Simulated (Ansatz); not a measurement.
# C2H9FO2Si2: the cost of one run

Program: Ansatz 0.2.0. Level of theory: RKS B3LYP-D4/STO-3G. These are calculated values, not measurements.

### 1 The starting structure

Bond lengths (14 of 15 bonds, heavy atoms first): Si1–F2 1.590 Å, Si1–O3 1.680 Å, O3–C4 1.420 Å, Si1–O8 1.679 Å, O8–C9 1.420 Å, Si1–Si13 2.218 Å, C4–H5 1.110 Å, C4–H6 1.110 Å, C4–H7 1.110 Å, C9–H10 1.110 Å, C9–H11 1.110 Å, C9–H12 1.110 Å, Si13–H14 1.460 Å, Si13–H15 1.460 Å. Angles (14 of 26 angles, heavy atoms first): F2–Si1–O3 109.4°, F2–Si1–O8 109.5°, F2–Si1–Si13 109.5°, O3–Si1–O8 109.5°, O3–Si1–Si13 109.5°, O8–Si1–Si13 109.5°, Si1–O3–C4 125.0°, Si1–O8–C9 125.0°, O3–C4–H5 109.5°, O3–C4–H6 109.5°, O3–C4–H7 109.5°, O8–C9–H10 109.5°, O8–C9–H11 109.5°, O8–C9–H12 109.5°.

Structure file:

```xyz
16

Si    0.0000    0.0000    0.0000
F     0.0000    0.0000    1.5900
O     1.5842    0.0000   -0.5594
C     2.3503   -1.1632   -0.8360
H     1.7187   -1.9052   -1.3675
H     3.2179   -0.8926   -1.4733
H     2.7141   -1.6023    0.1163
O    -0.7913    1.3709   -0.5594
C    -2.1512    1.4177   -0.9653
H    -2.7687    0.8215   -0.2614
H    -2.5023    2.4707   -0.9639
H    -2.2473    0.9975   -1.9882
Si   -1.0456   -1.8115   -0.7393
H    -1.7029   -2.4846    0.3772
H    -2.0454   -1.4265   -1.7311
H    -0.0777   -2.7173   -1.3511
```

### 2 Preparing the start

input.yaml

```yaml
crystal:
  periodic: [false, false, false]
  atoms:
    - { symbol: Si, position_ang: [0.0, 0.0, 0.0] }
    - { symbol: F, position_ang: [0.0, 0.0, 1.59] }
    - { symbol: O, position_ang: [1.5842, 0.0, -0.5594] }
    - { symbol: C, position_ang: [2.3503, -1.1632, -0.836] }
    - { symbol: H, position_ang: [1.7187, -1.9052, -1.3675] }
    - { symbol: H, position_ang: [3.2179, -0.8926, -1.4733] }
    - { symbol: H, position_ang: [2.7141, -1.6023, 0.1163] }
    - { symbol: O, position_ang: [-0.7913, 1.3709, -0.5594] }
    - { symbol: C, position_ang: [-2.1512, 1.4177, -0.9653] }
    - { symbol: H, position_ang: [-2.7687, 0.8215, -0.2614] }
    - { symbol: H, position_ang: [-2.5023, 2.4707, -0.9639] }
    - { symbol: H, position_ang: [-2.2473, 0.9975, -1.9882] }
    - { symbol: Si, position_ang: [-1.0456, -1.8115, -0.7393] }
    - { symbol: H, position_ang: [-1.7029, -2.4846, 0.3772] }
    - { symbol: H, position_ang: [-2.0454, -1.4265, -1.7311] }
    - { symbol: H, position_ang: [-0.0777, -2.7173, -1.3511] }
basis:
  gaussian: { orbitals: STO-3G }
hamiltonian:
  xc: b3lyp
  dispersion: d4
relax:
  f_tol: 0.02
  max_steps: 40
output:
  orbitals: {}
```

Run with:

```sh
$ ansatz run input.yaml --threads 1 --pin off --max-ram 2048MiB --backend cpu --events-out ev --progress --plain --runs-dir out
```

**Question.** How long does this run take on 1 thread of Arm Neoverse V2, shared host, and how much memory does it need?

About 2 min, with a peak of 0.16 GiB.
